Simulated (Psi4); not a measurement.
# InH2SO (SMILES [OH][In][SH]) at UHF/3-21G

What is the energy change on altering one bond length of InH2SO at UHF/3-21G? 

Program for the calculation: Psi4 1.11.

3 further runs of the same task are left out: 3 set aside as unsound or not needed.

### Step 1. The structure to begin with

InH2SO has 5 atoms, charge 0, and is taken as a doublet. SMILES: `[OH][In][SH]`. The shape comes from GFN2-xTB, which is rough for such elements, and wasn't checked as a minimum. This is one conformer, not always the lowest.

Bond lengths: O1–In2 1.995 Å, In2–S3 2.571 Å, O1–H4 0.953 Å, S3–H5 1.323 Å. Angles: O1–In2–S3 98.9°, In2–O1–H4 135.0°, In2–S3–H5 85.5°.

### Step 2. The polarisability at UHF/3-21G

The input, h2inos.py:

```python
import psi4

psi4.set_memory('1600 MB')
psi4.set_num_threads(1)
psi4.set_output_file('run.log', False)

geom = psi4.geometry("""
0 2
O
In 1 1.99525
S 2 2.570921 1 98.87688
H 1 0.952735 2 135.02544 3 -174.82536
H 3 1.322695 2 85.48859 1 -2.05627
""")

psi4.set_options({
    'basis': '3-21G',
    'reference': 'uhf',
    'scf_type': 'pk',
})

e_tot, wfn = psi4.properties("hf", properties=['dipole_polarizabilities'], return_wfn=True)
print(f'total energy {e_tot:.8f} hartree = {e_tot * 27.211386:.5f} eV')
for k, v in sorted(psi4.core.scalar_variables().items()):
    print(f'{k:45s} {v:18.10f}')
```

Run with:

```sh
$ python h2inos.py
```

run.log:

```text
[...]
  Running in c1 symmetry.
[...]
  Nuclear repulsion =  317.817846117048703
[...]
  Multiplicity = 2
[...]
  Nalpha       = 38
  Nbeta        = 37
[...]
    Number of basis functions: 59
[...]
   @UHF iter   1: -6185.73460129389514   -4.60752e+00   1.51526e-02 ADIIS/DIIS
[...]
   @UHF iter  12: -6186.29831758879664   -6.27806e-08   8.11050e-07 DIIS
[...]
   @S^2 Observed:                7.629182713E-01
[...]
    Orbital Energies [Eh]
    ---------------------
    Alpha Occupied:
       1A   -992.014027     2A   -148.728226     3A   -138.163599
       4A   -138.163570     5A   -138.162901     6A    -91.279063
       7A    -29.594887     8A    -25.137340     9A    -25.135696
      10A    -25.133226    11A    -20.396446    12A    -17.536832
      13A    -17.536303    14A    -17.534903    15A    -17.533876
      16A    -17.533251    17A     -8.877046    18A     -6.553561
      19A     -6.551102    20A     -6.546955    21A     -5.034141
      22A     -3.504860    23A     -3.502563    24A     -3.496870
      25A     -1.269726    26A     -1.134750    27A     -1.131816
      28A     -1.127100    29A     -1.124599    30A     -1.115813
      31A     -0.935164    32A     -0.624814    33A     -0.512408
      34A     -0.478156    35A     -0.446764    36A     -0.421596
[...]
  @UHF Final Energy: -6186.29831758879664
   => Energetics <=
    Nuclear Repulsion Energy =            317.8178461170487026
    One-Electron Energy =               -9179.4857749884577061
    Two-Electron Energy =                2675.3696112826128228
    Total Energy =                      -6186.2983175887966354
  UHF NO Occupations:
  HONO-2 :   36  A 1.9983318
  HONO-1 :   37  A 1.9956235
[...]
 Multipole Moments:
 ------------------------------------------------------------------------------------
     Multipole            Electronic (a.u.)      Nuclear  (a.u.)        Total (a.u.)
 ------------------------------------------------------------------------------------
 L = 1.  Multiply by 2.5417464519 to convert [e a0] to [Debye]
 Dipole X            :          0.0173729            0.0137360            0.0311089
 Dipole Y            :         11.1575917           -9.0111708            2.1464209
 Dipole Z            :          5.1648629           -5.3142246           -0.1493617
 Magnitude           :                                                    2.1518363
[...]
```

On the terminal:

```text
total energy -6186.29831759 hartree = -168337.75143 eV
CURRENT ENERGY                                  -6186.2983175888
CURRENT REFERENCE ENERGY                        -6186.2983175888
DD SOLVATION ENERGY                                 0.0000000000
DIPOLE POLARIZABILITY XX                           37.2080163014
DIPOLE POLARIZABILITY XY                            0.1388189661
DIPOLE POLARIZABILITY XZ                            0.0089297377
DIPOLE POLARIZABILITY YX                            0.1388164417
DIPOLE POLARIZABILITY YY                           77.3322974777
DIPOLE POLARIZABILITY YZ                           -7.2597310943
DIPOLE POLARIZABILITY ZX                            0.0089280685
DIPOLE POLARIZABILITY ZY                           -7.2597315409
DIPOLE POLARIZABILITY ZZ                           52.0834671250
HF KINETIC ENERGY                                6169.6133246428
HF POTENTIAL ENERGY                            -12355.9116422316
HF TOTAL ENERGY                                 -6186.2983175888
HF VIRIAL RATIO                                     2.0027043823
NUCLEAR REPULSION ENERGY                          317.8178461170
ONE-ELECTRON ENERGY                             -9179.4857749885
PCM POLARIZATION ENERGY                             0.0000000000
PE ENERGY                                           0.0000000000
SCF ITERATION ENERGY                            -6186.2983175888
SCF ITERATIONS                                     12.0000000000
SCF TOTAL ENERGY                                -6186.2983175888
TWO-ELECTRON ENERGY                              2675.3696112826
```

Wall time 3.9 s (1 thread of Intel Xeon Platinum 8375C at 2.90GHz (Ice Lake), shared host); peak memory 0.21 GiB.

### Step 3. The distorted shape, same level

The input, h2inos.dat:

```
memory 1600 MB

molecule molecule1 {
  0 2
  O     -0.07154692     1.56866355     1.16900159
  In    -1.36935413    -1.60836291     2.73063346
  S     -0.60450638    -4.63882221    -0.98887667
  H      0.20172637     3.25212606     1.74584049
  H      0.53796723    -1.80844900    -2.70045643
  units au
}

set reference uhf
set scf_type pk

e_tot, wfn = properties("hf/3-21G", properties=['dipole_polarizabilities'], return_wfn=True)
print_variables()
```

Run with:

```sh
$ psi4 -i h2inos.dat -o h2inos.out -n 1
```

h2inos.out:

```text
[...]
  Running in c1 symmetry.
[...]
  Nuclear repulsion =  315.295198416415133
[...]
  Multiplicity = 2
[...]
  Nalpha       = 38
  Nbeta        = 37
[...]
    Number of basis functions: 59
[...]
   @UHF iter   1: -6185.66914396439734   -4.82831e+00   1.51899e-02 DIIS/ADIIS
[...]
   @UHF iter  16: -6186.24708793840546    4.93264e-08   5.64465e-07 DIIS
[...]
   @S^2 Observed:                7.649873203E-01
[...]
    Orbital Energies [Eh]
    ---------------------
    Alpha Occupied:
       1A   -992.013103     2A   -148.727253     3A   -138.162629
       4A   -138.162611     5A   -138.161938     6A    -91.306770
       7A    -29.593919     8A    -25.136389     9A    -25.134710
      10A    -25.132284    11A    -20.395405    12A    -17.535871
      13A    -17.535350    14A    -17.533944    15A    -17.532898
      16A    -17.532288    17A     -8.895271    18A     -6.572119
      19A     -6.567530    20A     -6.565604    21A     -5.033114
      22A     -3.503875    23A     -3.501382    24A     -3.495991
      25A     -1.268651    26A     -1.133438    27A     -1.130707
      28A     -1.126146    29A     -1.123443    30A     -1.114677
      31A     -0.880114    32A     -0.623011    33A     -0.487269
      34A     -0.445630    35A     -0.430815    36A     -0.413967
[...]
  @UHF Final Energy: -6186.24708793840546
   => Energetics <=
    Nuclear Repulsion Energy =            315.2951984164151327
    One-Electron Energy =               -9174.4642979031359573
    Two-Electron Energy =                2672.9220115483149129
    Total Energy =                      -6186.2470879384054570
  UHF NO Occupations:
  HONO-2 :   36  A 1.9982894
  HONO-1 :   37  A 1.9955854
[...]
 Multipole Moments:
 ------------------------------------------------------------------------------------
     Multipole            Electronic (a.u.)      Nuclear  (a.u.)        Total (a.u.)
 ------------------------------------------------------------------------------------
 L = 1.  Multiply by 2.5417464519 to convert [e a0] to [Debye]
 Dipole X            :         -4.3454097            3.9387720           -0.4066377
 Dipole Y            :          0.7335461            0.4099026            1.1434487
 Dipole Z            :         11.8311969          -10.0264686            1.8047283
 Magnitude           :                                                    2.1748272
[...]
```

Run time: 4.5 s. Hardware: 1 thread of Intel Xeon Platinum 8375C at 2.90GHz (Ice Lake), shared host; peak memory 0.2 GiB.

### Step 4. Outcome

Level: UHF/3-21G.

| quantity | value |
| --- | --- |
| first shape: total energy | -6186.29832 Eh |
| first shape: dipole moment | 5.47 D |
| first shape: HOMO energy (highest over α and β) | -8.79 eV |
| first shape: LUMO energy (lowest over α and β) | -0.70 eV |
| first shape: ⟨S²⟩ | 0.763 |
| first shape: mean static polarisability | 55.5 bohr³ |
| distorted shape: total energy | -6186.24709 Eh |
| distorted shape: dipole moment | 5.53 D |
| distorted shape: HOMO energy (highest over α and β) | -8.77 eV |
| distorted shape: LUMO energy (lowest over α and β) | -0.74 eV |
| distorted shape: ⟨S²⟩ | 0.765 |
| distorted shape: mean static polarisability | 61.2 bohr³ |
| energy change with the S3–H5 bond stretched from 1.323 to 1.852 Å | 1.394 eV |

With the S3–H5 bond stretched from 1.323 to 1.852 Å the energy rises by 1.39 eV (32 kcal/mol). The first shape isn't relaxed at this level, so the change isn't measured from a minimum. Relativity is left out (first shape) although the molecule holds a heavy atom. Relativity is left out (distorted shape) although the molecule holds a heavy atom.
